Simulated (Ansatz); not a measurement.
# C: the cost of one run

Method: DFT r2SCAN, scalar-relativistic, plane waves, PAW, in Ansatz 0.2.0.

2 further runs of the same task are left out: 2 set aside as unsound or not needed.

## (1) The structure to begin with

The structure is cubic, space group Im-3m (No. 229). Conventional cell: a = 4.858 Å, b = 4.858 Å, c = 4.858 Å, α = 90.00°, β = 90.00°, γ = 90.00°. C (site symmetry 3m) has 4 C at 1.47 to 1.58 Å in its first shell of neighbours.

Structure file:

```cif
data_structure
_symmetry_space_group_name_H-M 'Im-3m'
_symmetry_Int_Tables_number 229
_cell_length_a 4.8582
_cell_length_b 4.8582
_cell_length_c 4.8582
_cell_angle_alpha 90.000
_cell_angle_beta 90.000
_cell_angle_gamma 90.000
_cell_volume 114.67
loop_
_atom_site_label
_atom_site_type_symbol
_atom_site_symmetry_multiplicity
_atom_site_Wyckoff_symbol
_atom_site_fract_x
_atom_site_fract_y
_atom_site_fract_z
_atom_site_occupancy
C1 C 16 f 0.33727 0.66273 0.66273 1
```

It goes back to an entry of the Materials Project, which need not be the stable form.

It is built from the cell relaxed beforehand with the same method (7.17 Å³/atom).

## (2) The reference: the undisturbed cell on the scan's mesh

input.yaml

```yaml
crystal:
  lattice:
    - [-2.429108879, 2.429108879, 2.429108879]
    - [2.429108879, -2.429108879, 2.429108879]
    - [4.858217758, 4.858217758, 0.0]
  atoms:
    - { symbol: C, position: [0.3254551601, 0.0, 0.0] }
    - { symbol: C, position: [0.8254551601, 0.5, 0.5] }
    - { symbol: C, position: [0.33727242, 0.33727242, 0.33727242] }
    - { symbol: C, position: [0.83727242, 0.83727242, 0.83727242] }
    - { symbol: C, position: [0.0, 0.3254551601, 0.0] }
    - { symbol: C, position: [0.5, 0.8254551601, 0.5] }
    - { symbol: C, position: [0.83727242, 0.83727242, 0.16272758] }
    - { symbol: C, position: [0.33727242, 0.33727242, 0.66272758] }
    - { symbol: C, position: [0.0, 0.6745448399, 0.0] }
    - { symbol: C, position: [0.5, 0.1745448399, 0.5] }
    - { symbol: C, position: [0.16272758, 0.16272758, 0.16272758] }
    - { symbol: C, position: [0.66272758, 0.66272758, 0.66272758] }
    - { symbol: C, position: [0.6745448399, 0.0, 0.0] }
    - { symbol: C, position: [0.1745448399, 0.5, 0.5] }
    - { symbol: C, position: [0.66272758, 0.66272758, 0.33727242] }
    - { symbol: C, position: [0.16272758, 0.16272758, 0.83727242] }
basis:
  ecutwfc: 500
kpoints:
  mp_grid: { grid: [6, 6, 4] }
hamiltonian:
  xc: r2scan
scf:
  occupations: { method: gaussian, width: 0.05 }
output:
  forces: true
  stress: true
  eigenvalues: true
  write_density: true
  write_potential: true
  elf: true
  volumetric_format: npy
```

The run is started by

```sh
ansatz run input.yaml --threads 2 --pin off --max-ram 5120MiB --backend cpu --events-out ev --progress --plain --runs-dir out
```

What time and memory should one allow on 2 threads of Intel Xeon Platinum 8175M at 2.50GHz (Skylake/Cascade Lake), shared host?

About 36 s, with a peak of 0.74 GiB.
